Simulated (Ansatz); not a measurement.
# BHCl2 + NH3: a complex and its separated parts, part 2 of 2

Ansatz 0.2.0, Gaussian basis. Earlier steps stand in the parts before.

**13. CAM-B3LYP-D4/def2-TZVPP**

The inputs:

parta/in.yaml

```yaml
crystal:
  periodic: [false, false, false]
  atoms:
    - {symbol: B, position_ang: [0.159369, -0.193030, -1.062978]}
    - {symbol: H, position_ang: [1.102887, 0.526552, -1.042194]}
    - {symbol: Cl, position_ang: [0.362251, -1.883161, -0.732950]}
    - {symbol: Cl, position_ang: [-1.407284, 0.456993, -1.423105]}
basis:
  gaussian: {orbitals: def2-TZVPP}
hamiltonian: {xc: {name: CAM-B3LYP}, dispersion: d4}
```

partb/in.yaml

```yaml
crystal:
  periodic: [false, false, false]
  atoms:
    - {symbol: H, position_ang: [-0.166971, 1.205268, 0.958518]}
    - {symbol: N, position_ang: [-0.021105, 0.217356, 0.791042]}
    - {symbol: H, position_ang: [-0.818355, -0.270856, 1.180072]}
    - {symbol: H, position_ang: [0.789306, -0.059124, 1.331495]}
basis:
  gaussian: {orbitals: def2-TZVPP}
hamiltonian: {xc: {name: CAM-B3LYP}, dispersion: d4}
```

The same command starts each run, in its folder.

The run is started by

```sh
ansatz run in.yaml --threads 4 --pin off --events-out ev --progress --plain --max-ram 9574MiB
```

parta printed, cut to the lines that bear on the results:

```text
Functional definition: CAM-B3LYP
  name "CAM-B3LYP"
  cite "Yanai, Tew & Handy, Chem. Phys. Lett. 393, 51 (2004) doi:10.1016/j.cplett.2004.06.011"
  cite "Iikura, Tsuneda, Yanai & Hirao, J. Chem. Phys. 115, 3540 (2001) doi:10.1063/1.1383587"
  cite "Becke, Phys. Rev. A 38, 3098 (1988) doi:10.1103/PhysRevA.38.3098"
  cite "Lee, Yang & Parr, Phys. Rev. B 37, 785 (1988) doi:10.1103/PhysRevB.37.785"
[...]
  # Exact exchange under (alpha + beta erf(omega r))/r, Becke's under what is left of 1/r.
[...]
854 factors; their error is unknown
161 factors; integrals over basis functions are off by at most 1.8e-5 eV
[...]
mean field -25741.09315065 eV, -945.9677253467 hartree, gradient 3.4e-5 eV, S^2 0.000000; 0 other end points of the search recorded, 0 dependent functions left out
reference -25741.09325940 eV, -945.9677293432 hartree; 20, 20 occupied and 109, 109 virtual orbitals, 854 factors
Total energy: -25741.16078391 eV, -945.9702108231 hartree
```

partb printed, cut to the lines that bear on the results:

```text
[... 6 set-up lines as earlier in the session ...]
[...]
  # Exact exchange under (alpha + beta erf(omega r))/r, Becke's under what is left of 1/r.
[...]
332 factors; their error is unknown
102 factors; integrals over basis functions are off by at most 1.4e-5 eV
[...]
mean field -1539.00931883 eV, -56.5575492891 hartree, gradient 6.3e-5 eV, S^2 0.000000; 0 other end points of the search recorded, 0 dependent functions left out
reference -1539.00938692 eV, -56.5575517913 hartree; 5, 5 occupied and 68, 68 virtual orbitals, 332 factors
Total energy: -1539.01811178 eV, -56.5578724239 hartree
```

They took 0.75 s (parta), 0.2 s (partb) on 4 threads of Arm Neoverse V2, shared host.

**14. wB97X-V/def2-TZVPP**

The same edit goes into each in.yaml of step 13 (parta, partb):

```diff
-hamiltonian: {xc: {name: CAM-B3LYP}, dispersion: d4}
+hamiltonian: {xc: {name: wB97X-V}}
```

The same command starts each run, in its folder.

The run is started by

```sh
ansatz run in.yaml --threads 4 --pin off --events-out ev --progress --plain --max-ram 9574MiB
```

Output in parta, cut to the lines that bear on the results:

```text
Functional definition: wB97X-V
  name "wB97X-V"
  cite "Mardirossian & Head-Gordon, Phys. Chem. Chem. Phys. 16, 9904 (2014) doi:10.1039/C3CP54374A"
[... 2 set-up lines as earlier in the session ...]
[...]
      + integral(e_c_pw_opposite_spin*poly(b97_u_opposite, cos0, cos1)) + vv10(b, c)
848 factors; their error is unknown
147 factors; integrals over basis functions are off by at most 3.7e-5 eV
[...]
mean field -25736.94898328 eV, -945.8154300049 hartree, gradient 6.8e-5 eV, S^2 0.000000; 0 other end points of the search recorded, 0 dependent functions left out
reference -25736.94898176 eV, -945.8154299491 hartree; 20, 20 occupied and 109, 109 virtual orbitals, 848 factors
Total energy: -25736.94898176 eV, -945.8154299491 hartree
```

Output in partb, cut to the lines that bear on the results:

```text
[... 5 set-up lines as earlier in the session ...]
[...]
      + integral(e_c_pw_opposite_spin*poly(b97_u_opposite, cos0, cos1)) + vv10(b, c)
332 factors; their error is unknown
93 factors; integrals over basis functions are off by at most 7.9e-6 eV
[...]
mean field -1539.14323503 eV, -56.5624706184 hartree, gradient 1.3e-5 eV, S^2 0.000000; 0 other end points of the search recorded, 0 dependent functions left out
reference -1539.14323393 eV, -56.5624705780 hartree; 5, 5 occupied and 68, 68 virtual orbitals, 332 factors
Total energy: -1539.14323393 eV, -56.5624705780 hartree
```

Wall times: 1.8 s (parta), 0.45 s (partb) on 4 threads of Arm Neoverse V2, shared host.

**15. wB97M-V/def2-TZVPP**

Each input of step 14 (parta, partb) changes in the same lines:

```diff
-hamiltonian: {xc: {name: wB97X-V}}
+hamiltonian: {xc: {name: wB97M-V}}
```

The same command starts each run, in its folder.

The run is started by

```sh
ansatz run in.yaml --threads 4 --pin off --events-out ev --progress --plain --max-ram 9574MiB
```

Log of parta, cut to the lines that bear on the results:

```text
Functional definition: wB97M-V
  name "wB97M-V"
  cite "Mardirossian & Head-Gordon, J. Chem. Phys. 144, 214110 (2016) doi:10.1063/1.4952647"
[... 2 set-up lines as earlier in the session ...]
  # Of w^i u^j: cxij and so on, Table III.
[...]
  gx(w, u) = 1 - cx + cx01*u + cx10*w
[...]
      + integral(e_c_pw_mod_opposite_spin*gos(b97_w_opposite, b97_u_opposite)) + vv10(b, c)
848 factors; their error is unknown
147 factors; integrals over basis functions are off by at most 3.7e-5 eV
[...]
mean field -25739.26858568 eV, -945.9006738208 hartree, gradient 1.4e-5 eV, S^2 0.000000; 0 other end points of the search recorded, 0 dependent functions left out
reference -25739.26862268 eV, -945.9006751804 hartree; 20, 20 occupied and 109, 109 virtual orbitals, 848 factors
Total energy: -25739.26862268 eV, -945.9006751804 hartree
```

Log of partb, cut to the lines that bear on the results:

```text
[... 5 set-up lines as earlier in the session ...]
  # Of w^i u^j: cxij and so on, Table III.
[...]
  gx(w, u) = 1 - cx + cx01*u + cx10*w
[...]
      + integral(e_c_pw_mod_opposite_spin*gos(b97_w_opposite, b97_u_opposite)) + vv10(b, c)
332 factors; their error is unknown
93 factors; integrals over basis functions are off by at most 7.9e-6 eV
[...]
mean field -1538.84211099 eV, -56.5514045143 hartree, gradient 5.4e-5 eV, S^2 0.000000; 0 other end points of the search recorded, 0 dependent functions left out
reference -1538.84213786 eV, -56.5514055019 hartree; 5, 5 occupied and 68, 68 virtual orbitals, 332 factors
Total energy: -1538.84213786 eV, -56.5514055019 hartree
```

Times: 2 s (parta), 0.45 s (partb) on 4 threads of Arm Neoverse V2, shared host.

**16. B2PLYP/def2-TZVPP**

The same edit goes into each in.yaml of step 15 (parta, partb):

```diff
-hamiltonian: {xc: {name: wB97M-V}}
+hamiltonian: {xc: {name: B2PLYP}}
```

One command serves all of them, each in its own folder.

The run is started by

```sh
ansatz run in.yaml --threads 4 --pin off --events-out ev --progress --plain --max-ram 9574MiB
```

Log of parta, cut to the lines that bear on the results:

```text
Functional definition: B2PLYP
  name "B2PLYP"
  cite "Grimme, J. Chem. Phys. 124, 034108 (2006) doi:10.1063/1.2148954"
[... 2 set-up lines as earlier in the session ...]
[...]
772 factors; integrals over basis functions are off by at most 1.2e-3 eV
[...]
mean field -25728.80853640 eV, -945.5162740999 hartree, gradient 6.9e-6 eV, S^2 0.000000; 0 other end points of the search recorded, 0 dependent functions left out
11 core orbitals not correlated: weight in the atoms' cores, before any rotation towards them, 1.000 or more for the frozen orbitals, at most 0.000 for the correlated occupied ones
reference -25728.80867746 eV, -945.5162792837 hartree; 9, 9 occupied and 109, 109 virtual orbitals, 772 factors
second order -15.86285537 eV of doubles, -0.00000000 eV of singles
Total energy: -25733.09164841 eV, -945.6736755630 hartree
```

Output in partb, cut to the lines that bear on the results:

```text
[... 5 set-up lines as earlier in the session ...]
[...]
416 factors; integrals over basis functions are off by at most 1.0e-3 eV
[...]
mean field -1536.38012502 eV, -56.4609281985 hartree, gradient 8.3e-6 eV, S^2 0.000000; 0 other end points of the search recorded, 0 dependent functions left out
1 core orbitals not correlated: weight in the atoms' cores, before any rotation towards them, 1.000 or more for the frozen orbitals, at most 0.000 for the correlated occupied ones
reference -1536.38021524 eV, -56.4609315142 hartree; 4, 4 occupied and 68, 68 virtual orbitals, 416 factors
second order -7.62103197 eV of doubles, -0.00000000 eV of singles
Total energy: -1538.43789387 eV, -56.5365498092 hartree
```

Wall times: 0.95 s (parta), 0.25 s (partb) on 4 threads of Arm Neoverse V2, shared host.

**17. PBE-QIDH/def2-TZVPP**

Each input of step 16 (parta, partb) changes in the same lines:

```diff
-hamiltonian: {xc: {name: B2PLYP}}
+hamiltonian: {xc: {name: PBE-QIDH}}
```

One command serves all of them, each in its own folder.

The run is started by

```sh
ansatz run in.yaml --threads 4 --pin off --events-out ev --progress --plain --max-ram 9574MiB
```

parta printed, cut to the lines that bear on the results:

```text
Functional definition: PBE-QIDH
  name "PBE-QIDH"
  cite "Brémond, Sancho-García, Pérez-Jiménez & Adamo, J. Chem. Phys. 141, 031101 (2014) doi:10.1063/1.4890314"
[... 1 set-up line as earlier in the session ...]
[...]
772 factors; integrals over basis functions are off by at most 1.2e-3 eV
[...]
mean field -25722.09057438 eV, -945.2693935494 hartree, gradient 7.8e-6 eV, S^2 0.000000; 0 other end points of the search recorded, 0 dependent functions left out
11 core orbitals not correlated: weight in the atoms' cores, before any rotation towards them, 1.000 or more for the frozen orbitals, at most 0.000 for the correlated occupied ones
reference -25722.09058420 eV, -945.2693939101 hartree; 9, 9 occupied and 109, 109 virtual orbitals, 772 factors
second order -14.70810002 eV of doubles, -0.00000000 eV of singles
Total energy: -25726.99328421 eV, -945.4495648122 hartree
```

partb printed, cut to the lines that bear on the results:

```text
[... 4 set-up lines as earlier in the session ...]
[...]
416 factors; integrals over basis functions are off by at most 1.0e-3 eV
[...]
mean field -1535.33271675 eV, -56.4224366546 hartree, gradient 2.1e-6 eV, S^2 0.000000; 0 other end points of the search recorded, 0 dependent functions left out
1 core orbitals not correlated: weight in the atoms' cores, before any rotation towards them, 1.000 or more for the frozen orbitals, at most 0.000 for the correlated occupied ones
reference -1535.33272352 eV, -56.4224369033 hartree; 4, 4 occupied and 68, 68 virtual orbitals, 416 factors
second order -7.10229950 eV of doubles, -0.00000000 eV of singles
Total energy: -1537.70015668 eV, -56.5094384675 hartree
```

Wall times: 1 s (parta), 0.25 s (partb) on 4 threads of Arm Neoverse V2, shared host.

**18. RPA on PBE/def2-TZVPP**

The same edit goes into each in.yaml of step 17 (parta, partb):

```diff
-hamiltonian: {xc: {name: PBE-QIDH}}
+hamiltonian: {xc: pbe}
+correlation: {method: rpa}
```

One command serves all of them, each in its own folder.

The run is started by

```sh
ansatz run in.yaml --threads 4 --pin off --events-out ev --progress --plain --max-ram 9574MiB
```

Log of parta, cut to the lines that bear on the results:

```text
[... 4 set-up lines as earlier in the session ...]
[...]
772 factors; integrals over basis functions are off by at most 1.2e-3 eV
[...]
mean field -25729.42659529 eV, -945.5389873450 hartree, gradient 6.7e-6 eV, S^2 0.000000; 0 other end points of the search recorded, 0 dependent functions left out
11 core orbitals not correlated: weight in the atoms' cores, before any rotation towards them, 1.000 or more for the frozen orbitals, at most 0.000 for the correlated occupied ones
reference -25696.83230993 eV, -944.3411694514 hartree; 9, 9 occupied and 109, 109 virtual orbitals, 772 factors
Total energy: -25718.57944831 eV, -945.1403620462 hartree
```

Output in partb, cut to the lines that bear on the results:

```text
[... 4 set-up lines as earlier in the session ...]
[...]
416 factors; integrals over basis functions are off by at most 1.0e-3 eV
[...]
mean field -1537.73151338 eV, -56.5105908048 hartree, gradient 7.2e-6 eV, S^2 0.000000; 0 other end points of the search recorded, 0 dependent functions left out
1 core orbitals not correlated: weight in the atoms' cores, before any rotation towards them, 1.000 or more for the frozen orbitals, at most 0.000 for the correlated occupied ones
reference -1529.64067421 eV, -56.2132579496 hartree; 4, 4 occupied and 68, 68 virtual orbitals, 416 factors
Total energy: -1540.11754855 eV, -56.5982759800 hartree
```

Wall times: 0.85 s (parta), 0.25 s (partb) on 4 threads of Arm Neoverse V2, shared host.

**19. CCSD(T)/def2-TZVPP**

The same edit goes into each in.yaml of step 18 (parta, partb):

```diff
-hamiltonian: {xc: pbe}
-correlation: {method: rpa}
+correlation: {method: ccsd_t}
```

Each run has its own folder and the same command.

The run is started by

```sh
ansatz run in.yaml --threads 4 --pin off --events-out ev --progress --plain --max-ram 9574MiB
```

Output in parta, cut to the lines that bear on the results:

```text
Functional definition: HF
  name "HF"
  cite "Fock, Z. Phys. 61, 126 (1930) doi:10.1007/BF01340294"
[... 1 set-up line as earlier in the session ...]
[...]
772 factors; integrals over basis functions are off by at most 1.2e-3 eV
[...]
mean field -25697.75897365 eV, -944.3752237149 hartree, gradient 1.4e-6 eV, S^2 0.000000; 0 other end points of the search recorded, 0 dependent functions left out
11 core orbitals not correlated: weight in the atoms' cores, before any rotation towards them, 1.000 or more for the frozen orbitals, at most 0.000 for the correlated occupied ones
reference -25697.75897365 eV, -944.3752237149 hartree; 9, 9 occupied and 109, 109 virtual orbitals, 772 factors
second order -12.98776837 eV of doubles, -0.00000000 eV of singles
cycle   1  -13.66873877 eV  change   -6.8e-1 eV  update   7.4e-2
[...]
cycle   9  -14.01830154 eV  change    5.0e-7 eV  update   5.2e-6
perturbative correction -0.61182629 eV, -0.0224842016 hartree
Total energy: -25712.38910148 eV, -944.9128709960 hartree
```

partb printed, cut to the lines that bear on the results:

```text
[... 4 set-up lines as earlier in the session ...]
[...]
416 factors; integrals over basis functions are off by at most 1.0e-3 eV
[...]
mean field -1529.85251124 eV, -56.2210428167 hartree, gradient 4.1e-6 eV, S^2 0.000000; 0 other end points of the search recorded, 0 dependent functions left out
1 core orbitals not correlated: weight in the atoms' cores, before any rotation towards them, 1.000 or more for the frozen orbitals, at most 0.000 for the correlated occupied ones
reference -1529.85251124 eV, -56.2210428167 hartree; 4, 4 occupied and 68, 68 virtual orbitals, 416 factors
second order -6.38828421 eV of doubles, -0.00000000 eV of singles
cycle   1  -6.57733983 eV  change   -1.9e-1 eV  update   3.9e-2
[...]
cycle   9  -6.72923177 eV  change    3.6e-6 eV  update   2.3e-6
perturbative correction -0.20701969 eV, -0.0076078332 hartree
Total energy: -1536.78876269 eV, -56.4759453562 hartree
```

Wall times: 1.6 s (parta), 0.3 s (partb) on 4 threads of Arm Neoverse V2, shared host.

**20. Vibrations of BHCl2**

vib-parta/in.yaml reads:

```yaml
crystal:
  periodic: [false, false, false]
  atoms:
    - {symbol: B, position_ang: [0.159369, -0.193030, -1.062978]}
    - {symbol: H, position_ang: [1.102887, 0.526552, -1.042194]}
    - {symbol: Cl, position_ang: [0.362251, -1.883161, -0.732950]}
    - {symbol: Cl, position_ang: [-1.407284, 0.456993, -1.423105]}
basis:
  gaussian: {orbitals: def2-TZVP}
hamiltonian: {xc: pbe0, dispersion: d4}
phonons: {temperatures: {t_min: 298.15, t_max: 900, t_step: 200}}
```

The run is started by

```sh
ansatz run in.yaml --threads 4 --pin off --events-out ev --progress --plain --max-ram 9574MiB
```

What it wrote, cut to the lines that bear on the results:

```text
[... 5 set-up lines as earlier in the session ...]
[...]
749 factors; their error is unknown
[...]
mean field -25731.60804377 eV, -945.6191540980 hartree, gradient 7.7e-5 eV, S^2 0.000000; 0 other end points of the search recorded, 0 dependent functions left out
[...]
Atom 1 at     1.102887     0.526552    -1.042194 Å, force     0.000050     0.000056     0.000059 eV/Å
Atom 2 at     0.362251    -1.883161    -0.732950 Å, force    -0.000117    -0.000110     0.000043 eV/Å
Atom 3 at    -1.407284     0.456993    -1.423105 Å, force    -0.000148    -0.000069     0.000031 eV/Å
Dipole moment:     0.074024     0.056457     0.001636 e Å
Vibrations: 290.11 746.21 784.68 913.40 1097.46 2700.25 cm⁻¹, zero-point energy 0.404939 eV
```

Run time: 6.5 s. Hardware: 4 threads of Arm Neoverse V2, shared host.

Wavenumbers and character of the modes:

```tsv
mode	wavenumber (cm⁻¹)	character
1	290	bend
2	746	B–Cl stretch
3	785	out-of-plane bend
4	913	B–Cl stretch
5	1097	bend
6	2700	B–H stretch
```

Vibrational sums (real modes only):

```tsv
T (K)	entropy (J/mol/K)	heat capacity (J/mol/K)
298	9.0	16.2
498	20.3	27.9
698	30.9	34.4
898	40.1	38.4
```

**21. Vibrations of NH3**

vib-partb/in.yaml reads:

```yaml
crystal:
  periodic: [false, false, false]
  atoms:
    - {symbol: H, position_ang: [-0.166971, 1.205268, 0.958518]}
    - {symbol: N, position_ang: [-0.021105, 0.217356, 0.791042]}
    - {symbol: H, position_ang: [-0.818355, -0.270856, 1.180072]}
    - {symbol: H, position_ang: [0.789306, -0.059124, 1.331495]}
basis:
  gaussian: {orbitals: def2-TZVP}
hamiltonian: {xc: pbe0, dispersion: d4}
phonons: {temperatures: {t_min: 298.15, t_max: 900, t_step: 200}}
```

The run is started by

```sh
ansatz run in.yaml --threads 4 --pin off --events-out ev --progress --plain --max-ram 9574MiB
```

What it wrote, cut to the lines that bear on the results:

```text
[... 5 set-up lines as earlier in the session ...]
[...]
287 factors; their error is unknown
[...]
mean field -1537.79931150 eV, -56.5130823398 hartree, gradient 1.4e-5 eV, S^2 0.000000; 0 other end points of the search recorded, 0 dependent functions left out
[...]
Atom 1 at    -0.021105     0.217356     0.791042 Å, force    -0.000017    -0.000007     0.000020 eV/Å
Atom 2 at    -0.818355    -0.270856     1.180072 Å, force     0.000094     0.000067    -0.000014 eV/Å
Atom 3 at     0.789306    -0.059124     1.331495 Å, force     0.000037    -0.000130     0.000026 eV/Å
Dipole moment:    -0.041513     0.069824     0.343141 e Å
Vibrations: 1031.00 1669.56 1669.57 3502.33 3631.42 3631.45 cm⁻¹, zero-point energy 0.938271 eV
```

It took 1.3 s on 4 threads of Arm Neoverse V2, shared host.

The modes, with what each moves most:

```tsv
mode	wavenumber (cm⁻¹)	character
1	1031	bend
2	1670	bend
3	1670	bend
4	3502	N–H stretch
5	3631	N–H stretch
6	3631	N–H stretch
```

Vibrational sums (real modes only):

```tsv
T (K)	entropy (J/mol/K)	heat capacity (J/mol/K)
298	0.4	1.8
498	2.6	7.4
698	6.0	13.4
898	10.0	18.8
```

**22. Complex less separated parts**

The complex's own energies come from single points at the same levels.

Rows are in def2-TZVPP; times add the 3 runs of a level on a shared host, so small differences are noise.

Differences are taken before rounding.

```tsv
method	rung	complex less parts (kJ/mol)	from CCSD(T) (kJ/mol)	time
SPW92	LDA	-154.6	-41.8	1.2 s
PBE-D4	GGA	-117.0	-4.1	1.8 s
BLYP-D4	GGA	-99.8	+13.0	1.8 s
r2SCAN-D4	meta-GGA	-118.0	-5.1	4.1 s
B97M-V	meta-GGA	-108.3	+4.6	7.1 s
PBE0-D4	hybrid	-124.5	-11.7	2.6 s
B3LYP-D4	hybrid	-107.9	+4.9	2.5 s
r2SCAN0-D4	hybrid	-124.2	-11.4	4.6 s
BHLYP-D4	hybrid	-115.1	-2.2	2.5 s
CAM-B3LYP-D4	range-separated hybrid	-115.8	-2.9	2.7 s
wB97X-V	range-separated hybrid	-118.7	-5.9	6.3 s
wB97M-V	range-separated hybrid	-117.4	-4.6	7.1 s
B2PLYP	double hybrid	-104.0	+8.8	3.9 s
PBE-QIDH	double hybrid	-125.2	-12.4	3.9 s
RPA on PBE	RPA	-102.4	+10.5	3.6 s
Hartree-Fock	wavefunction	-85.8	+27.0	
MP2	wavefunction	-119.9	-7.0	
CCSD	wavefunction	-110.2	+2.6	
CCSD(T)	wavefunction	-112.8	0	37 s
```

Among the levels timed on like hardware and quicker than the yardstick, those that no quicker one beats, quickest first: SPW92 (1.2 s, -41.8 kJ/mol); PBE-D4 (1.8 s, -4.1 kJ/mol); BHLYP-D4 (2.5 s, -2.2 kJ/mol).

BHLYP-D4 reaches 2.2 kJ/mol from the reference in 2.5 s, where CCSD(T) took 37 s; the quickest level in the cost chart, SPW92, takes 1.2 s and misses by 41.8 kJ/mol.

The complex's zero-point energy, from a separate PBE0-D4 run, is 1.542 eV.

**23. What came out**

This closing draws on all 2 parts.

| quantity | value |
| --- | --- |
| complex less parts, CCSD(T)/def2-TZVPP | -112.8 kJ/mol |
| with zero-point energy | -93.6 kJ/mol |
| largest T1 diagnostic | 0.012 |

In words: At CCSD(T) the complex lies 112.8 kJ/mol below its parts. The functionals run from BHLYP-D4, off by -2.2 kJ/mol, to SPW92, off by -41.8 kJ/mol, against CCSD(T). By rung, the mean size of the error is: LDA 41.8, GGA 8.6, meta-GGA 4.8, hybrid 7.6, range-separated hybrid 4.5, double hybrid 10.6 kJ/mol. PBE-D4 gives a relative energy 4.1 kJ/mol too low, inside chemical accuracy (1 kcal/mol, 4.2 kJ/mol). No counterpoise was applied, and triple zeta lacks some correlation, so the CCSD(T) reference has a basis error of its own, and close matches with it are partly luck.
